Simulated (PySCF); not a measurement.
# CrOH4: relaxation and vibrations of the singlet

The task is one start of a wider search on CrOH4: the singlet, from a square pyramidal (ligand arrangement 2) start. It is relaxed, tested by its Hessian and followed downhill if it is a saddle.

Computed with PySCF 2.14.0. Level: PBE0, basis Cr def2-TZVP, O def2-TZVP, H def2-TZVP, no relativity, density fitting.

## Step 1: Where the work starts

6 atoms, charge 0, spin multiplicity 1.

Bond lengths: Cr1–O2 1.680 Å, Cr1–H3 1.540 Å, Cr1–H4 1.540 Å, Cr1–H5 1.540 Å, Cr1–H6 1.540 Å. Angles: O2–Cr1–H3 102.0°, O2–Cr1–H4 102.0°, O2–Cr1–H5 102.0°, O2–Cr1–H6 102.0°, H3–Cr1–H4 87.5°, H3–Cr1–H5 156.0°, H3–Cr1–H6 87.5°, H4–Cr1–H5 87.5°, H4–Cr1–H6 156.0°, H5–Cr1–H6 87.5°.

```xyz
6
charge 0 multiplicity 1
Cr    0.0000    0.0000   -0.3555
O     0.0000    0.0000    1.3245
H     1.5063    0.0000   -0.6757
H     0.0000    1.5063   -0.6757
H    -1.5063    0.0000   -0.6757
H     0.0000   -1.5063   -0.6757
```

## Step 2: Relaxing the singlet from the square pyramidal (ligand arrangement 2) start

The steps below are one call of a driver around PySCF. For each, scf.py gives the equivalent set-up of the SCF; relaxations use the driver's own optimiser. Before each start the driver seeks the lowest SCF state from one or more starting densities and follows internal instabilities, so scf.py alone need not reach the same state.

The program finds C4v symmetry in the start, which this walk keeps. The walk stops when the largest gradient is under 0.0003 Eh/bohr and the energy has settled too.

scf.py reads:

```python
from pyscf import gto, scf, dft
mol = gto.M(atom='''
Cr     0.000000    -0.000000    -0.355451
O     -0.000000     0.000000     1.324549
H      1.506300    -0.000000    -0.675651
H      0.000000     1.506300    -0.675651
H     -1.506300     0.000000    -0.675651
H     -0.000000    -1.506300    -0.675651''',
    basis={'Cr': 'def2-TZVP', 'O': 'def2-TZVP', 'H': 'def2-TZVP'},
    charge=0, spin=0)
mf = dft.RKS(mol, xc='PBE0')
mf.grids.atom_grid = (50, 194)
aux = {'Cr': 'def2-universal-JKFIT', 'O': 'def2-universal-JKFIT', 'H': 'def2-universal-JKFIT'}
mf = mf.density_fit(auxbasis=aux)
mf.kernel()
```

Energy and gradient, step by step:

```csv
step,energy (Eh),change (kJ/mol),largest symmetric gradient (Eh/bohr)
0,-1121.610800,0.00,0.24158
1,-1121.656524,-120.05,0.03256
2,-1121.664901,-142.04,0.01475
3,-1121.670053,-155.57,0.01062
4,-1121.671872,-160.35,0.00899
5,-1121.673729,-165.22,0.00378
6,-1121.673999,-165.93,0.00113
7,-1121.674001,-165.93,0.00022
```

The walk took 9.4 s on 4 threads, shared host.

Geometry (Å) and forces (eV/Å) at some steps:

```
step 0
Cr   0.000   0.000  -0.355   0.000   0.000  12.422
O    0.000   0.000   1.325   0.000   0.000  -7.053
H    1.506   0.000  -0.676   0.755   0.000  -1.343
H    0.000   1.506  -0.676   0.000   0.755  -1.343
H   -1.506   0.000  -0.676  -0.755   0.000  -1.343
H    0.000  -1.506  -0.676   0.000  -0.755  -1.343
step 1
Cr   0.000   0.000  -0.228   0.000   0.000   1.028
O    0.000   0.000   1.262   0.000   0.000   1.674
H    1.508   0.000  -0.692   0.052   0.000  -0.675
H    0.000   1.508  -0.692   0.000   0.052  -0.675
H   -1.508   0.000  -0.692  -0.052   0.000  -0.675
H    0.000  -1.508  -0.692   0.000  -0.052  -0.675
step 4
Cr   0.000   0.000  -0.048   0.000   0.000  -0.188
O    0.000   0.000   1.483   0.000   0.000  -0.267
H    1.429   0.000  -0.792  -0.462   0.000   0.114
H    0.000   1.429  -0.792   0.000  -0.462   0.114
H   -1.429   0.000  -0.792   0.462   0.000   0.114
H    0.000  -1.429  -0.792   0.000   0.462   0.114
step 7
Cr   0.000   0.000  -0.005   0.000   0.000  -0.011
O    0.000   0.000   1.527   0.000   0.000   0.009
H    1.348   0.000  -0.814  -0.001   0.000   0.001
H    0.000   1.348  -0.814   0.000  -0.001   0.001
H   -1.348   0.000  -0.814   0.001   0.000   0.001
H    0.000  -1.348  -0.814   0.000   0.001   0.001
```

After 7 steps and 165.9 kJ/mol it ends at C4v: Cr–H 1.573 Å (×4), Cr–O 1.532 Å; H–Cr–H 74.6° (×4), H–Cr–H 118.0° (×2), H–Cr–O 121.0° (×4).

## Step 3: Is it a minimum? Harmonic modes

The point is checked on the finer grid, and tightened if its gradient asks for it. The Hessian and the dipole derivatives come from central differences of analytic gradients, with steps of 0.01 bohr.

Changes to scf.py since step 2:

```diff
@@ -3,6 +3,6 @@
-Cr     0.000000    -0.000000    -0.355451
-O     -0.000000     0.000000     1.324549
-H      1.506300    -0.000000    -0.675651
-H      0.000000     1.506300    -0.675651
-H     -1.506300     0.000000    -0.675651
-H     -0.000000    -1.506300    -0.675651''',
+Cr     0.000000    -0.000000    -0.295342
+O     -0.000000     0.000000     1.236898
+H      1.348387    -0.000000    -1.104520
+H      0.000000     1.348387    -1.104520
+H     -1.348387     0.000000    -1.104520
+H      0.000000    -1.348387    -1.104520''',
@@ -12 +12 @@
-mf.grids.atom_grid = (50, 194)
+mf.grids.atom_grid = (75, 302)
```

This SCF starts from the last density.

Log of the central SCF (cycles and frontier levels):

```text
init E= -1121.67397549896
  HOMO = -0.343356297349689  LUMO = -0.173353164406286  gap/eV = 4.62602
cycle= 1 E= -1121.67397549396  delta_E= 5e-09  |g|= 0.000182  |ddm|= 0.000106
  HOMO = -0.343376577157117  LUMO = -0.173421319362795  gap/eV = 4.62472
cycle= 2 E= -1121.67397542567  delta_E= 6.83e-08  |g|= 0.000697  |ddm|= 0.000352
  HOMO = -0.343363057652986  LUMO = -0.173366655850046  gap/eV = 4.62584
cycle= 3 E= -1121.67397549637  delta_E= -7.07e-08  |g|= 0.000133  |ddm|= 0.000274
  HOMO = -0.343361235138883  LUMO = -0.173367658827956  gap/eV = 4.62576
cycle= 4 E= -1121.67397549951  delta_E= -3.14e-09  |g|= 1.95e-07  |ddm|= 5.36e-05
  HOMO = -0.343361228028299  LUMO = -0.173367654692676  gap/eV = 4.62576
cycle= 5 E= -1121.67397549951  delta_E= 9.09e-13  |g|= 2.27e-08  |ddm|= 9.42e-08
  HOMO = -0.343361229259947  LUMO = -0.173367658451269  gap/eV = 4.62576
Extra cycle  E= -1121.67397549951  delta_E= 4.77e-12  |g|= 4.57e-08  |ddm|= 3.98e-08
converged SCF energy = -1121.67397549951
```

The whole step took 23 s.

Geometry: C4v; Cr–H 1.573 Å (×4), Cr–O 1.532 Å; H–Cr–H 74.6° (×4), H–Cr–H 118.1° (×2), H–Cr–O 121.0° (×4).

Harmonic modes (main isotopes):

```tsv
symmetry	ω (cm⁻¹)	IR (km/mol)	type
e	816i	0.0	bend
b2	249i	0.0	bend
a1	569	6.3	bend
e	602	42.7	bend
b1	923	0.0	bend
a1	1175	173	mixed
a1	1951	49.7	stretch
b1	1953	0.0	stretch
e	1989	71.1	stretch
```

With 3 modes imaginary (up to 816i cm⁻¹) this point is a saddle.

Constants and moments:

| Property | Result |
| --- | --- |
| Dipole moment | 0.83 D |
| Highest occupied level | -9.34 eV |
| Lowest empty level | -4.72 eV |
| Rotational constants | 2.3, 0.4485, 0.4485 cm⁻¹ |
| Zero-point energy (real modes) | 70.3 kJ/mol |
| Principal polarisabilities | 38.6, 38.6, 46.9 bohr³ |
| Atomisation energy without zero-point energy | 1117 kJ/mol |
| Principal traceless quadrupole moments about the centre of mass | -2.68, 1.34, 1.34 D Å |

Charges (e) and bond orders:

```
    atom  Mulliken  Löwdin  polar tensor  Mayer order to Cr1
     Cr1      0.35    0.13          0.96                   –
      O2     -0.57   -0.19         -0.70                1.97
H3,4,5,6      0.06    0.01         -0.07                0.84
```

Outer orbital energies (eV). occupied: -26.71, -12.06, -12.02, -12.02, -11.56, -10.43, -9.34, -9.34; empty: -4.72, -2.95, -2.20, -2.20.

Mulliken populations on Cr1: s 6.49, p 12.86, d 4.30, f 0.01.

## Step 4: Following the imaginary mode

The start is the last point, displaced along its most imaginary mode.

The program finds Cs symmetry in the start, which this walk keeps.

Changes to scf.py since step 3:

```diff
@@ -3,6 +3,6 @@
-Cr     0.000000    -0.000000    -0.295342
-O     -0.000000     0.000000     1.236898
-H      1.348387    -0.000000    -1.104520
-H      0.000000     1.348387    -1.104520
-H     -1.348387     0.000000    -1.104520
-H      0.000000    -1.348387    -1.104520''',
+Cr     0.000003     0.006139    -0.295220
+O     -0.000011    -0.006908     1.237020
+H      1.348397    -0.119998    -1.104385
+H      0.000010     1.365016    -1.104657
+H     -1.348377    -0.119998    -1.104410
+H      0.000010    -1.331758    -1.104138''',
@@ -12 +12 @@
-mf.grids.atom_grid = (75, 302)
+mf.grids.atom_grid = (50, 194)
```

The optimiser's trace:

```csv
step,energy (Eh),change (kJ/mol),largest symmetric gradient (Eh/bohr)
0,-1121.675360,0.00,0.01379
1,-1121.677952,-6.81,0.01570
2,-1121.683148,-20.45,0.01494
3,-1121.690034,-38.53,0.01018
4,-1121.700138,-65.06,0.03162
5,-1121.703871,-74.86,0.02264
6,-1121.708484,-86.97,0.02023
7,-1121.709857,-90.57,0.01394
8,-1121.710214,-91.51,0.00362
9,-1121.710422,-92.05,0.00229
10,-1121.710496,-92.25,0.00229
11,-1121.710512,-92.29,0.00108
12,-1121.710520,-92.31,0.00091
13,-1121.710525,-92.33,0.00045
14,-1121.710526,-92.33,0.00008
```

The walk took 18 s.

End point (Cs, 14 steps, 92.3 kJ/mol gained): Cr–H 1.561 Å, Cr–H 1.586 Å (×2), Cr–H 1.638 Å, Cr–O 1.513 Å; H–Cr–H 44.1° (×2), H–Cr–H 88.1°, H–Cr–H 117.7° (×2), H–Cr–H 133.0°, H–Cr–O 104.0° (×2), H–Cr–O 106.9°.

## Step 5: Is it a minimum? Harmonic modes

As before: finer grid, then central differences.

Changes to scf.py since step 4:

```diff
@@ -3,6 +3,6 @@
-Cr     0.000003     0.006139    -0.295220
-O     -0.000011    -0.006908     1.237020
-H      1.348397    -0.119998    -1.104385
-H      0.000010     1.365016    -1.104657
-H     -1.348377    -0.119998    -1.104410
-H      0.000010    -1.331758    -1.104138''',
+Cr     0.000003     0.090594    -0.295636
+O     -0.000011    -0.204728     1.187927
+H      1.103044    -0.887278    -0.880330
+H      0.000007     1.640812    -0.824957
+H     -1.103028    -0.887278    -0.880349
+H      0.000009    -1.286039    -1.031376''',
@@ -12 +12 @@
-mf.grids.atom_grid = (50, 194)
+mf.grids.atom_grid = (75, 302)
```

Log of the central SCF (cycles and frontier levels):

```text
init E= -1121.71061827301
  HOMO = -0.278977700255325  LUMO = -0.116254552283718  gap/eV = 4.42792
cycle= 1 E= -1121.71061827165  delta_E= 1.37e-09  |g|= 0.000101  |ddm|= 3.97e-05
  HOMO = -0.279000974550641  LUMO = -0.116280711751961  gap/eV = 4.42784
cycle= 2 E= -1121.71061823362  delta_E= 3.8e-08  |g|= 0.000532  |ddm|= 0.000206
  HOMO = -0.278981773402201  LUMO = -0.116259266994907  gap/eV = 4.42790
cycle= 3 E= -1121.71061827306  delta_E= -3.94e-08  |g|= 5.5e-06  |ddm|= 0.000173
  HOMO = -0.278981538458154  LUMO = -0.116258906678937  gap/eV = 4.42791
cycle= 4 E= -1121.71061827306  delta_E= -6.14e-12  |g|= 1.12e-07  |ddm|= 3.06e-06
  HOMO = -0.278981520917689  LUMO = -0.116258887603224  gap/eV = 4.42791
Extra cycle  E= -1121.71061827307  delta_E= -3.64e-12  |g|= 3.82e-07  |ddm|= 2.14e-07
converged SCF energy = -1121.71061827307
```

The whole step took 46 s.

Geometry: Cs; Cr–H 1.561 Å, Cr–H 1.586 Å (×2), Cr–H 1.638 Å, Cr–O 1.513 Å; H–Cr–H 44.1° (×2), H–Cr–H 88.1°, H–Cr–H 117.7° (×2), H–Cr–H 133.0°, H–Cr–O 104.0° (×2), H–Cr–O 106.9°.

Modes, for the most abundant isotopes:

| symmetry | ω (cm⁻¹) | IR (km/mol) | type |
| --- | --- | --- | --- |
| a'' | 956i | 549 | bend |
| a'' | 362i | 133 | bend |
| a' | 512 | 4.7 | bend |
| a' | 613 | 64.8 | bend |
| a' | 702 | 50.1 | bend |
| a'' | 731 | 19.6 | bend |
| a' | 1187 | 242 | mixed |
| a' | 1237 | 3.2 | bend |
| a' | 1807 | 184 | stretch |
| a' | 1943 | 69.1 | stretch |
| a'' | 1947 | 105 | stretch |
| a' | 2154 | 40.5 | stretch |

2 modes are imaginary, the largest at 956i cm⁻¹: a saddle point, not a minimum.

Properties at this point:

| Quantity | Value |
| --- | --- |
| Dipole moment | 1.92 D |
| Highest occupied level | -7.59 eV |
| Lowest empty level | -3.16 eV |
| Rotational constants | 1.887, 0.5037, 0.4496 cm⁻¹ |
| Zero-point energy (real modes) | 76.8 kJ/mol |
| Principal polarisabilities | 39.5, 43.0, 44.2 bohr³ |
| Atomisation energy without zero-point energy | 1213 kJ/mol |
| Principal traceless quadrupole moments about the centre of mass | -3.27, 0.27, 3.01 D Å |

Populations by atom (charges in e):

```
atom  Mulliken  Löwdin  polar tensor  Mayer order to Cr1
 Cr1      0.52    0.01          1.00                   –
  O2     -0.48   -0.12         -0.65                2.24
H3,5      0.00    0.06         -0.14                0.74
  H4     -0.14   -0.13         -0.37                0.90
  H6      0.11    0.13          0.30                0.52
```

Mulliken populations on Cr1: s 6.47, p 12.53, d 4.48, f 0.01.

## Step 6: Downhill along the imaginary mode

The start is the last point, displaced along its most imaginary mode.

The program finds C1 symmetry in the start. Threshold on the gradient: 0.0003 Eh/bohr, with a further test on the energy change.

Changes to scf.py since step 5:

```diff
@@ -3,6 +3,6 @@
-Cr     0.000003     0.090594    -0.295636
-O     -0.000011    -0.204728     1.187927
-H      1.103044    -0.887278    -0.880330
-H      0.000007     1.640812    -0.824957
-H     -1.103028    -0.887278    -0.880349
-H      0.000009    -1.286039    -1.031376''',
+Cr    -0.000673     0.090594    -0.295636
+O     -0.000275    -0.204728     1.187927
+H      1.068323    -0.938947    -0.901989
+H     -0.011560     1.640812    -0.824957
+H     -1.137749    -0.835609    -0.858691
+H      0.120009    -1.286039    -1.031375''',
@@ -12 +12 @@
-mf.grids.atom_grid = (75, 302)
+mf.grids.atom_grid = (50, 194)
```

Steps of the walk:

```csv
step,energy (Eh),change (kJ/mol),largest gradient (Eh/bohr)
0,-1121.711764,0.00,0.00539
1,-1121.712181,-1.09,0.00602
2,-1121.714565,-7.35,0.00859
3,-1121.715190,-8.99,0.00511
4,-1121.715720,-10.39,0.00525
5,-1121.716613,-12.73,0.00605
6,-1121.717239,-14.37,0.00866
7,-1121.717913,-16.14,0.00663
8,-1121.718775,-18.41,0.00675
9,-1121.719161,-19.42,0.00728
10,-1121.719476,-20.25,0.00777
11,-1121.719611,-20.60,0.00524
12,-1121.719701,-20.84,0.00221
13,-1121.719746,-20.96,0.00171
14,-1121.719767,-21.01,0.00071
15,-1121.719772,-21.02,0.00040
16,-1121.719774,-21.03,0.00025
```

The walk took 22 s on 4 threads, shared host.

End point (C1, 16 steps, 21.0 kJ/mol gained): Cr–H 1.550 Å, Cr–H 1.588 Å, Cr–H 1.654 Å, Cr–H 1.697 Å, Cr–O 1.514 Å, H–H 0.877 Å; Cr–H–H 72.1°, Cr–H–H 77.6°, H–Cr–H 30.3°, H–Cr–H 66.9°, H–Cr–H 79.8°, H–Cr–H 96.3°.

## Step 7: Is it a minimum? Harmonic modes

As before: finer grid, then central differences.

Changes to scf.py since step 6:

```diff
@@ -3,6 +3,6 @@
-Cr    -0.000673     0.090594    -0.295636
-O     -0.000275    -0.204728     1.187927
-H      1.068323    -0.938947    -0.901989
-H     -0.011560     1.640812    -0.824957
-H     -1.137749    -0.835609    -0.858691
-H      0.120009    -1.286039    -1.031375''',
+Cr     0.053015     0.080063    -0.295375
+O     -0.127004    -0.170227     1.187001
+H      0.996235    -1.186468    -0.913705
+H     -0.543798     1.481511    -0.745137
+H     -1.288663    -0.375935    -0.925544
+H      0.150691    -1.404082    -1.017130''',
@@ -12 +12 @@
-mf.grids.atom_grid = (50, 194)
+mf.grids.atom_grid = (75, 302)
```

SCF at the final geometry:

```text
init E= -1121.71979653819
  HOMO = -0.267146431671314  LUMO = -0.102235059520109  gap/eV = 4.48747
cycle= 1 E= -1121.71979652044  delta_E= 1.77e-08  |g|= 0.000361  |ddm|= 0.00014
  HOMO = -0.267050354377155  LUMO = -0.10216108995757  gap/eV = 4.48687
cycle= 2 E= -1121.71979603695  delta_E= 4.83e-07  |g|= 0.00189  |ddm|= 0.000739
  HOMO = -0.267133609184533  LUMO = -0.102226108611534  gap/eV = 4.48736
cycle= 3 E= -1121.71979653874  delta_E= -5.02e-07  |g|= 3.06e-05  |ddm|= 0.000625
  HOMO = -0.267131631262792  LUMO = -0.102223996869488  gap/eV = 4.48737
cycle= 4 E= -1121.71979653893  delta_E= -1.91e-10  |g|= 1.91e-06  |ddm|= 1.79e-05
  HOMO = -0.267131714485998  LUMO = -0.102224036562612  gap/eV = 4.48737
cycle= 5 E= -1121.71979653894  delta_E= -7.05e-12  |g|= 6.55e-07  |ddm|= 2.17e-06
  HOMO = -0.267131715886848  LUMO = -0.102224031803492  gap/eV = 4.48737
Extra cycle  E= -1121.71979653892  delta_E= 1.43e-11  |g|= 7.97e-07  |ddm|= 2.22e-06
converged SCF energy = -1121.71979653892
```

The whole step took 69 s.

Geometry: C1; Cr–H 1.551 Å, Cr–H 1.588 Å, Cr–H 1.653 Å, Cr–H 1.696 Å, Cr–O 1.514 Å, H–H 0.879 Å; Cr–H–H 72.1°, Cr–H–H 77.5°, H–Cr–H 30.4°, H–Cr–H 67.0°, H–Cr–H 79.6°, H–Cr–H 96.5°.

Modes, for the most abundant isotopes:

```json
{"symmetry": "a", "ω (cm⁻¹)": "427", "IR (km/mol)": "30.9"}
{"symmetry": "a", "ω (cm⁻¹)": "511", "IR (km/mol)": "34.3"}
{"symmetry": "a", "ω (cm⁻¹)": "614", "IR (km/mol)": "24.3"}
{"symmetry": "a", "ω (cm⁻¹)": "639", "IR (km/mol)": "41.6"}
{"symmetry": "a", "ω (cm⁻¹)": "708", "IR (km/mol)": "32.8"}
{"symmetry": "a", "ω (cm⁻¹)": "1008", "IR (km/mol)": "167"}
{"symmetry": "a", "ω (cm⁻¹)": "1047", "IR (km/mol)": "5.7"}
{"symmetry": "a", "ω (cm⁻¹)": "1204", "IR (km/mol)": "168"}
{"symmetry": "a", "ω (cm⁻¹)": "1820", "IR (km/mol)": "27.0"}
{"symmetry": "a", "ω (cm⁻¹)": "1893", "IR (km/mol)": "173"}
{"symmetry": "a", "ω (cm⁻¹)": "1976", "IR (km/mol)": "85.7"}
{"symmetry": "a", "ω (cm⁻¹)": "2665", "IR (km/mol)": "354"}
```

Every mode is real; the point is a minimum.

Properties at this point:

* Dipole moment: 3.24 D
* Highest occupied level: -7.27 eV
* Lowest empty level: -2.78 eV
* Rotational constants: 1.79, 0.5032, 0.4467 cm⁻¹
* Zero-point energy: 86.8 kJ/mol
* Principal polarisabilities: 32.7, 40.5, 45.4 bohr³
* Atomisation energy without zero-point energy: 1238 kJ/mol
* Principal traceless quadrupole moments about the centre of mass: -4.20, 1.71, 2.49 D Å
* Entropy at 298.15 K and 1 bar: 261.5 J/(mol K)
* Heat capacity Cp at 298.15 K: 59.9 J/(mol K)
* Enthalpy at 298.15 K above 0 K: 12.51 kJ/mol
* Rotational symmetry number: 1

Populations by atom (charges in e):

```csv
atom,Mulliken,Löwdin,polar tensor,Mayer order to Cr1
Cr1,0.43,-0.02,0.71,–
O2,-0.51,-0.13,-0.60,2.24
H3,0.03,0.09,0.00,0.47
H4,-0.07,-0.07,-0.23,0.88
H5,0.01,0.01,-0.11,0.88
H6,0.11,0.12,0.24,0.43
```

Outer orbital energies (eV). occupied: -26.15, -14.62, -11.43, -11.07, -10.98, -9.24, -8.57, -7.27; empty: -2.78, -1.83, -1.57, -0.94.

Mulliken populations on Cr1: s 6.38, p 12.53, d 4.65, f 0.01.

## Step 8: All stationary points

| spin | group | bonds | imaginary modes (cm⁻¹) | ΔE (kJ/mol) | with zero-point energy |
| --- | --- | --- | --- | --- | --- |
| singlet | C1 | Cr–H 1.551 Å, Cr–H 1.588 Å, Cr–H 1.653 Å, Cr–H 1.696 Å, Cr–O 1.514 Å, H–H 0.879 Å | none | 0.0 | 0.0 |
| singlet | Cs | Cr–H 1.561 Å, Cr–H 1.586 Å (×2), Cr–H 1.638 Å, Cr–O 1.513 Å | 956i, 362i | 24.1 | – |
| singlet | C4v | Cr–H 1.573 Å (×4), Cr–O 1.532 Å | 816i, 816i, 249i | 120.3 | – |

## Step 9: What came out

| quantity | value |
| --- | --- |
| minimum | singlet, C1 |
| geometry | Cr–H 1.551 Å, Cr–H 1.588 Å, Cr–H 1.653 Å, Cr–H 1.696 Å, Cr–O 1.514 Å, H–H 0.879 Å; Cr–H–H 72.1°, Cr–H–H 77.5°, H–Cr–H 30.4°, H–Cr–H 67.0°, H–Cr–H 79.6°, H–Cr–H 96.5° |
| wavenumbers (cm⁻¹) | 427 (a), 511 (a), 614 (a), 639 (a), 708 (a), 1008 (a), 1047 (a), 1204 (a), 1820 (a), 1893 (a), 1976 (a), 2665 (a) |
| dipole moment | 3.24 D |
| highest occupied, lowest empty level | -7.27, -2.78 eV |
| polar-tensor charge of Cr1 | +0.71 e |
| zero-point energy | 86.8 kJ/mol |
| entropy at 298.15 K | 261.5 J/(mol K) |
| atomisation energy (no zero-point energy) | 1238 kJ/mol |

In words: The square pyramidal (ligand arrangement 2) start ends in a minimum without symmetry. In the infrared the band at 2665 cm⁻¹ (a) leads. Only this shape and spin were tried, so other structures or states may lie lower. The stability of the closed-shell solution was not tested.

The search up to here took 3.2 min.
